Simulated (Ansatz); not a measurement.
# Sc: the cost of one run

Program: Ansatz 0.2.0 through its Python package. Level of theory: DFT PBE, plane waves, PAW. These are calculated values, not measurements.

### Step 1. The system

The structure is hexagonal, space group P6_3/mmc (No. 194). Conventional cell: a = 3.309 Å, b = 3.309 Å, c = 5.273 Å, α = 90.00°, β = 90.00°, γ = 120.00°. Sc (site symmetry -6m2) is surrounded by 12 Sc at 3.26 to 3.31 Å.

The script holds or builds the structure itself.

### Step 2. Script

sc_eos.py reads:

```python
"""Bulk modulus of Sc from an E(V) curve."""

import ansatz as az
from ase.eos import EquationOfState
from ase.units import GPa
import numpy as np

VECTORS = np.array([
    [3.309, 0.0, 0.0],
    [-1.6545, 2.865678, 0.0],
    [0.0, 0.0, 5.2733],
])
SITES = [
    ("Sc", (1 / 3, 2 / 3, 0.25)),
    ("Sc", (2 / 3, 1 / 3, 0.75)),
]


def make_crystal(cell):
    crystal = az.Crystal(lattice=az.Lattice.of(cell))
    for symbol, position in SITES:
        crystal = crystal.atom(symbol, position)
    return crystal

# uniform scaling of the cell
volumes, energies = [], []
for scale in np.linspace(0.92, 1.08, 7):
    cell = VECTORS * scale ** (1 / 3)
    model = (
        make_crystal(cell).calculation()
        .functional("PBE")
        .basis(17 * az.Ha)
        .occupations(az.OccupationsMethod.GAUSSIAN)
        .kpoints(10, 10, 6)
    )
    data = model.run(threads=1, backend="cpu").report
    volumes.append(abs(np.linalg.det(cell)) / len(SITES))
    energies.append(data["free_energy_ev"] / len(SITES))
    print(f"V = {volumes[-1]:8.4f} A^3/atom  F = {energies[-1]:.5f} eV/atom")

eos = EquationOfState(volumes, energies, eos="murnaghan")
v0, e0, bulk = eos.fit()
print(f"V0 = {v0:.4f} A^3/atom, E0 = {e0:.5f} eV/atom, B = {bulk / GPa:.1f} GPa")
```

### Step 3. The calls as engine input

The engine receives this input (first run):

```yaml
crystal:
  lattice:
    - [3.2182964259581945, 0.0, 0.0]
    - [-1.6091482129790973, 2.787126402341199, 0.0]
    - [0.0, 0.0, 5.128752657299893]
  atoms:
    - { symbol: Sc, position: [0.3333333333333333, 0.6666666666666666, 0.25] }
    - { symbol: Sc, position: [0.6666666666666666, 0.3333333333333333, 0.75] }
basis:
  ecutwfc: 462.593566181796
kpoints:
  mp_grid:
    grid: [10, 10, 6]
hamiltonian:
  xc: pbe
scf:
  occupations:
    method: gaussian
```

### Step 4. Launch

The run is started by

```bash
$ python sc_eos.py
```

What time and memory should one allow on 1 thread of Arm Neoverse V2, shared host?

About 11 s, with a peak of 0.39 GiB.
